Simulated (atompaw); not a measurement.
**A PAW (atompaw) potential for copper, from input to tests**

Aim: build the potential from the settings below, then test how well it stands in for the atom: scattering, ghost states and the plane-wave cutoff that it needs.

The numbers are computed with atompaw 4.2.0.5 (LDA (PW92), scalar-relativistic, spin-unpolarised reference atom).

**1. The atom and the settings**

The settings as typed:

```json
{"element": "copper (Cu, Z = 29)", "type": "PAW", "frozen core": "[Ar]", "valence charge": "11", "reference configuration": "3d10 4s1 4p0", "partial waves": "4s (bound): rc 3.00 bohr; 4s channel at 1.55 Ry: rc 3.00 bohr; 4p (bound, empty): rc 3.00 bohr; 4p channel at 3.05 Ry: rc 3.00 bohr; 3d (bound): rc 1.05 bohr; 3d channel at 4.7 Ry: rc 1.05 bohr", "local potential": "troulliermartins scheme with l = 3 at 1 Ry, radius 1.95 bohr", "core correction": "smooth core density matched at 1.75 bohr", "augmentation charge": "gaussian compensation charge, radius 2.50 bohr; PAW radius 3.00 bohr; waves and projectors: modrrkj vanderbiltortho"}
```

An earlier all-electron run gives the scale for the radii.

All-electron outer shells of the reference configuration (LDA (PW92), scalar-relativistic, ld1.x):

```json
{"shell": "3s", "level (eV)": "-114.15", "outermost node (bohr)": "0.29", "outermost maximum (bohr)": "0.61"}
{"shell": "3p", "level (eV)": "-72.03", "outermost node (bohr)": "0.26", "outermost maximum (bohr)": "0.62"}
{"shell": "3d", "level (eV)": "-5.32", "outermost node (bohr)": "–", "outermost maximum (bohr)": "0.60"}
{"shell": "4s", "level (eV)": "-4.86", "outermost node (bohr)": "0.89", "outermost maximum (bohr)": "2.24"}
{"shell": "4p", "level (eV)": "-0.78", "outermost node (bohr)": "0.98", "outermost maximum (bohr)": "3.52"}
```

**2. Generation**

Contents of Cu.input:

```
Cu 29
LDA-PW scalarrelativistic loggrid 1500 logderivrange -2 5 176
4 4 3 0 0 0
4 0 1
4 1 0
0 0 0
c
c
c
v
c
c
v
v
2
3.00 2.50 1.95 1.75
y
1.55
n
y
3.05
n
y
4.7
n
modrrkj vanderbiltortho gaussian
3 1 troulliermartins
3.00
3.00
3.00
3.00
1.05
1.05
PWSCFOUT
UPFDX 0.0125d0 UPFXMIN -7.d0 UPFZMESH 29.d0
END
```

Command:

```bash
$ atompaw < Cu.input > Cu.log
```

Q: Predict the outcome of this session. Wanted: cutoffs for 10 and 1 mRy, occupied levels; bound ghosts; largest phase difference near zero energy, channels read; lowest eigenvalue of the overlap; share of valence orbitals outside the PAW sphere; UPF file.

**Answer**, as computed:

| quantity | value |
| --- | --- |
| cutoffs for 10 and 1 mRy, occupied levels | 140 Ry and 230 Ry |
| bound ghosts | s at -472.51 eV |
| largest phase difference near zero energy, channels read | 0.214 rad |
| lowest eigenvalue of the overlap (Bessel basis) | 0.021 (s) |
| share of valence orbitals outside the PAW sphere | 4s 39 %, 4p 78 %, 3d 2 % |
| UPF file | written |

A bound ghost (s) makes it unfit for use: electrons can fall into a state that the atom doesn't have. The potential is very hard: the looser tolerance needs 140 Ry. The slowest occupied level is 3d: taken alone it needs 140 Ry to come within 1 mRy, against 6 Ry or less for 4s. Of the channels read, d scatters worst near zero energy, by up to 0.21 rad.
